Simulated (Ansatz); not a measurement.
# C3H10O2Si: one species, many methods

The task here is to estimate one member of a computed series from the others.

Method: functionals in def2-TZVPP, the program's frozen cores in correlated methods; program: Ansatz 0.2.0, Gaussian basis.

The runs, in order: LDA (SPW92), PBE-D4, revPBE-D4, BLYP-D4, r2SCAN-D4, B97M-V, PBE0-D4, B3LYP-D4, r2SCANh-D4, r2SCAN0-D4, HSE06-D4, BHLYP-D4, CAM-B3LYP-D4, LC-ωPBE, ωB97X-V, ωB97M-V, B2PLYP, PBE-QIDH; CCSD(T)/def2-SVP; CCSD(T)/def2-TZVPP; MP2/def2-QZVPP; extrapolation to the limit; RPA on PBE.

## Structure used throughout

The geometry comes from an earlier relaxation with PBE0-D4 in a triple-zeta def2 set; it is a stationary point, not always the lowest conformer.

16 atoms, charge 0, spin multiplicity 1.

Atoms are counted from 1 here; the program's logs count them from 0.

Bond lengths: C1–C2 1.508 Å, C1–H7 1.092 Å, C1–H8 1.093 Å, C1–H9 1.092 Å, C2–O3 1.417 Å, C2–H10 1.097 Å, C2–H11 1.098 Å, O3–Si4 1.636 Å, Si4–O5 1.637 Å, Si4–H12 1.483 Å, Si4–H13 1.483 Å, O5–C6 1.409 Å, C6–H14 1.095 Å, C6–H15 1.091 Å, C6–H16 1.097 Å. Angles: C2–C1–H7 110.5°, C2–C1–H8 110.4°, C2–C1–H9 110.6°, H7–C1–H8 108.5°, H7–C1–H9 108.3°, H8–C1–H9 108.5°, C1–C2–O3 109.5°, C1–C2–H10 110.4°, C1–C2–H11 110.3°, O3–C2–H10 109.4°, O3–C2–H11 110.1°, H10–C2–H11 107.2°, C2–O3–Si4 123.7°, O3–Si4–O5 113.7°, O3–Si4–H12 110.5°, O3–Si4–H13 104.5°, O5–Si4–H12 104.4°, O5–Si4–H13 110.3° and more.

Geometry (Å):

```xyz
16
charge 0, multiplicity 1
C     0.4559   -2.7047    0.1427
C     0.4713   -1.3069   -0.4226
O     0.3774   -0.3688    0.6349
Si    0.8023    1.2042    0.4922
O    -0.1658    2.0573   -0.5146
C    -1.5247    2.3190   -0.2483
H    -0.4613   -2.8771    0.7092
H     0.5098   -3.4414   -0.6626
H     1.3052   -2.8585    0.8112
H    -0.3697   -1.1642   -1.1116
H     1.3931   -1.1378   -0.9956
H     2.1530    1.3240   -0.1072
H     0.7099    1.7397    1.8719
H    -2.1394    1.4286   -0.4157
H    -1.8623    3.1075   -0.9232
H    -1.6773    2.6564    0.7838
```

Set-up of the first run:

in.yaml

```yaml
crystal:
  periodic: [false, false, false]
  atoms:
    - {symbol: C, position_ang: [0.455870, -2.704744, 0.142656]}
    - {symbol: C, position_ang: [0.471294, -1.306879, -0.422579]}
    - {symbol: O, position_ang: [0.377367, -0.368832, 0.634852]}
    - {symbol: Si, position_ang: [0.802290, 1.204236, 0.492216]}
    - {symbol: O, position_ang: [-0.165836, 2.057290, -0.514622]}
    - {symbol: C, position_ang: [-1.524735, 2.319030, -0.248311]}
    - {symbol: H, position_ang: [-0.461329, -2.877132, 0.709194]}
    - {symbol: H, position_ang: [0.509758, -3.441382, -0.662563]}
    - {symbol: H, position_ang: [1.305157, -2.858533, 0.811161]}
    - {symbol: H, position_ang: [-0.369744, -1.164154, -1.111569]}
    - {symbol: H, position_ang: [1.393086, -1.137787, -0.995642]}
    - {symbol: H, position_ang: [2.152959, 1.324032, -0.107226]}
    - {symbol: H, position_ang: [0.709892, 1.739722, 1.871918]}
    - {symbol: H, position_ang: [-2.139437, 1.428596, -0.415702]}
    - {symbol: H, position_ang: [-1.862297, 3.107519, -0.923175]}
    - {symbol: H, position_ang: [-1.677293, 2.656419, 0.783791]}
basis:
  gaussian: {orbitals: def2-TZVPP}
hamiltonian: {xc: lda}
output: {orbitals: {seedname: orbitals}}
```

Among the steps run: LDA; PBE-D4 (GGA); revPBE-D4 (GGA); BLYP-D4 (GGA); r2SCAN-D4 (meta-GGA); B97M-V (meta-GGA); PBE0-D4 (hybrid); B3LYP-D4 (hybrid); r2SCANh-D4 (hybrid); r2SCAN0-D4 (hybrid); HSE06-D4 (hybrid); BHLYP-D4 (hybrid); CAM-B3LYP-D4 (range-separated); LC-ωPBE (range-separated); ωB97X-V (range-separated); ωB97M-V (range-separated); B2PLYP (double hybrid); PBE-QIDH (double hybrid).

One of the session's tables, all rows but one given; the rest of the session is left out.

It belongs to the step «Frontier levels by functional». 

| functional | HOMO (eV) | LUMO (eV) | gap (eV) |
| --- | --- | --- | --- |
| LDA (SPW92) | ? | ? | ? |
| PBE-D4 | -6.63 | 0.10 | 6.73 |
| revPBE-D4 | -6.57 | 0.23 | 6.80 |
| BLYP-D4 | -6.54 | 0.18 | 6.72 |
| r2SCAN-D4 | -6.95 | 0.61 | 7.56 |
| B97M-V | -7.13 | 0.23 | 7.36 |
| PBE0-D4 | -8.18 | 0.95 | 9.13 |
| B3LYP-D4 | -7.95 | 0.67 | 8.62 |
| r2SCANh-D4 | -7.54 | 0.89 | 8.43 |
| r2SCAN0-D4 | -8.42 | 1.29 | 9.71 |
| HSE06-D4 | -7.77 | 0.58 | 8.35 |
| BHLYP-D4 | -9.70 | 1.65 | 11.35 |
| CAM-B3LYP-D4 | -9.64 | 1.79 | 11.44 |
| LC-ωPBE | -10.97 | 3.06 | 14.03 |
| ωB97X-V | -10.66 | 2.85 | 13.51 |
| ωB97M-V | -10.60 | 2.46 | 13.06 |

**Question.** Estimate the row for LDA (SPW92).

As computed: HOMO (eV): -6.77; LUMO (eV): -0.17; gap (eV): 6.60. In the column «HOMO (eV)» it lies between r2SCAN-D4 (-6.95) and PBE-D4 (-6.63).
